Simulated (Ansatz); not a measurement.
**CH8ClNOSi2: one species, many methods**

One table from this session's results is given with a row withheld; the runs are named, their logs left out.

The runs use Ansatz 0.2.0, Gaussian basis; functionals in def2-TZVPP, the program's frozen cores in correlated methods.

Plan: PBE-D4, r2SCAN-D4, PBE0-D4, B3LYP-D4, ωB97X-V, ωB97M-V, B2PLYP; CCSD(T)/def2-TZVPP; MP2/def2-QZVPP; extrapolation to the limit.

**The geometry**

All runs share one geometry, relaxed beforehand with PBE0-D4 in a triple-zeta def2 set.

SMILES `CO[SiH2]N[SiH2]Cl`, 14 atoms, charge 0, spin multiplicity 1.

Atoms are counted from 1 here; the program's logs count them from 0.

Bond lengths: C1–O2 1.410 Å, C1–H7 1.096 Å, C1–H8 1.091 Å, C1–H9 1.095 Å, O2–Si3 1.635 Å, Si3–N4 1.730 Å, Si3–H10 1.488 Å, Si3–H11 1.477 Å, N4–Si5 1.709 Å, N4–H12 1.010 Å, Si5–Cl6 2.066 Å, Si5–H13 1.478 Å, Si5–H14 1.479 Å. Angles: O2–C1–H7 111.4°, O2–C1–H8 108.2°, O2–C1–H9 111.2°, H7–C1–H8 108.4°, H7–C1–H9 108.9°, H8–C1–H9 108.6°, C1–O2–Si3 123.6°, O2–Si3–N4 113.3°, O2–Si3–H10 111.2°, O2–Si3–H11 104.1°, N4–Si3–H10 105.3°, N4–Si3–H11 110.5°, H10–Si3–H11 112.8°, Si3–N4–Si5 127.0°, Si3–N4–H12 115.6°, Si5–N4–H12 116.5°, N4–Si5–Cl6 112.7°, N4–Si5–H13 108.0° and more.

As a file:

```mol
CH8ClNOSi2
  3D, bonds by distance, orders not assigned

 14 13  0  0  0  0  0  0  0  0999 V2000
    0.0023   -1.5285   -1.5743 C   0  0
    1.0421   -1.0254   -0.7650 O   0  0
    1.2123    0.5571   -0.3890 Si  0  0
   -0.1673    1.2206    0.4171 N   0  0
   -0.8217    0.7217    1.9154 Si  0  0
   -2.3049   -0.7008    1.7021 Cl  0  0
   -0.0077   -1.0470   -2.5594 H   0  0
    0.1672   -2.5977   -1.7144 H   0  0
   -0.9739   -1.3848   -1.1001 H   0  0
    1.3864    1.3850   -1.6129 H   0  0
    2.3942    0.5904    0.4969 H   0  0
   -0.7321    1.8522   -0.1334 H   0  0
    0.2640    0.0996    2.7021 H   0  0
   -1.4609    1.8577    2.6148 H   0  0
  1  2  8  0
  2  3  8  0
  3  4  8  0
  4  5  8  0
  5  6  8  0
  1  7  8  0
  1  8  8  0
  1  9  8  0
  3 10  8  0
  3 11  8  0
  4 12  8  0
  5 13  8  0
  5 14  8  0
M  END
```

Set-up of the first run:

in.yaml

```yaml
crystal:
  periodic: [false, false, false]
  atoms:
    - {symbol: C, position_ang: [0.002279, -1.528516, -1.574331]}
    - {symbol: O, position_ang: [1.042064, -1.025405, -0.764955]}
    - {symbol: Si, position_ang: [1.212343, 0.557099, -0.389035]}
    - {symbol: N, position_ang: [-0.167335, 1.220624, 0.417114]}
    - {symbol: Si, position_ang: [-0.821695, 0.721704, 1.915442]}
    - {symbol: Cl, position_ang: [-2.304895, -0.700817, 1.702138]}
    - {symbol: H, position_ang: [-0.007688, -1.046989, -2.559361]}
    - {symbol: H, position_ang: [0.167189, -2.597686, -1.714434]}
    - {symbol: H, position_ang: [-0.973887, -1.384793, -1.100094]}
    - {symbol: H, position_ang: [1.386420, 1.384986, -1.612910]}
    - {symbol: H, position_ang: [2.394236, 0.590387, 0.496924]}
    - {symbol: H, position_ang: [-0.732068, 1.852155, -0.133441]}
    - {symbol: H, position_ang: [0.263954, 0.099557, 2.702147]}
    - {symbol: H, position_ang: [-1.460926, 1.857676, 2.614804]}
basis:
  gaussian: {orbitals: def2-TZVPP}
hamiltonian: {xc: pbe, dispersion: d4}
output: {forces: true, orbitals: {seedname: orbitals}}
```

Launch:

```bash
ansatz run in.yaml --threads 2 --pin off --events-out ev --progress --plain --max-ram 22528MiB --backend cuda --devices 0, --max-vram 18GiB
```

Steps of the session up to this table: PBE-D4 (GGA); r2SCAN-D4 (meta-GGA); PBE0-D4 (hybrid); B3LYP-D4 (hybrid); ωB97X-V (range-separated); ωB97M-V (range-separated); B2PLYP (double hybrid); CCSD(T) in def2-TZVPP; MP2 in def2-QZVPP.

One of the session's tables, all rows but one given; the rest of the session is left out.

| method | atomisation energy (kcal/mol) |
| --- | --- |
| PBE-D4 | 1192.8 |
| r2SCAN-D4 | 1184.9 |
| PBE0-D4 | 1177.8 |
| B3LYP-D4 | 1185.2 |
| ωB97X-V | 1193.7 |
| ωB97M-V | 1191.7 |
| B2PLYP | 1171.3 |
| HF/def2-TZVPP | 868.0 |
| MP2/def2-TZVPP | 1169.7 |
| CCSD/def2-TZVPP | 1138.5 |
| CCSD(T)/def2-TZVPP | 1154.1 |
| MP2/CBS | 1205.0 |
| CCSD(T)/CBS | ? |

Estimate the missing values for CCSD(T)/CBS.

**Answer.** atomisation energy (kcal/mol): 1189.4. In the column «atomisation energy (kcal/mol)» it lies between B3LYP-D4 (1185.2) and ωB97M-V (1191.7).

To keep in mind: Free atoms (1 C, 1 O, 2 Si, 1 N, 1 Cl, 8 H) were run apart at each level; the atomisation energy is their sum less the molecule, without zero-point or spin-orbit terms.
